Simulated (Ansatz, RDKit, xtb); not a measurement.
**Isomers of C6H8BCl, a sample narrowed down**

Which of a sample of isomers of C6H8BCl is the most stable in the gas at 298.15 K, and what are its properties? The sample is small against all isomers, and the most stable one of this formula need not be in it.

Plan: many cheap relaxations first (GFN2-xTB), then density-functional screening, relaxation at B3LYP/def2-SVP, vibrations (at GFN2-xTB) and a final energy. The numbers are computed, not measured.

### 1 Drawing up candidates

Isomers were taken from a list of plausible structures; this is a sample, not all of them. That gives 9 candidates.

```tsv
label	SMILES	spin
c118	C=C1BC=CC[C@@H]1Cl	singlet
c157	C=C1C=C(Cl)CBC1	singlet
c286	C=C(Cl)[C@@H]1BC=CC1	singlet
c498	ClB[C@@H]1C=C[C@@H]2C[C@H]12	singlet
c723	C=C(C)BC#CCCl	singlet
c878	CC#C/C=C(/C)BCl	singlet
c909	ClB[C@@H]1CCC12C=C2	singlet
c950	BC(=C)/C=C\C=C\Cl	singlet
c958	B/C=C\C=C(\Cl)C=C	singlet
```

Candidates are built by distance geometry, with a force field where one applies, in up to four conformers (letters a to d).

**Question.** With final energies at CCSD(T)/def2-SVP + MP2/def2-TZVPP - MP2/def2-SVP, which structure will this search put lowest in free energy, and by what margin?

| quantity | value |
| --- | --- |
| lowest structure found | ClB[C@@H]1C=C[C@@H]2C[C@H]12, singlet |
| next finalist | CC#C/C=C(/C)BCl, singlet, 5.0 kcal/mol higher in G |
| share at equilibrium, among the finalists | 100.0 % |

`ClB[C@@H]1C=C[C@@H]2C[C@H]12` comes out lowest. The margin of 5.0 kcal/mol over the next finalist is beyond the usual error of the last level; it says nothing of structures that weren't ranked. GFN2-xTB, HF/STO-3G, r2SCAN-D4/def2-SVP, B3LYP/def2-SVP, HF/def2-SVP and MP2/def2-SVP already put its bonding pattern lowest among the structures in one piece. 2 minima inside the window were never screened. The search is not exhaustive (a finite list of starts, one conformer a finalist), so a lower isomer can't be ruled out. Only 9 drawn patterns were tried, so whole families of isomers are missing, and the result ranks this sample alone.
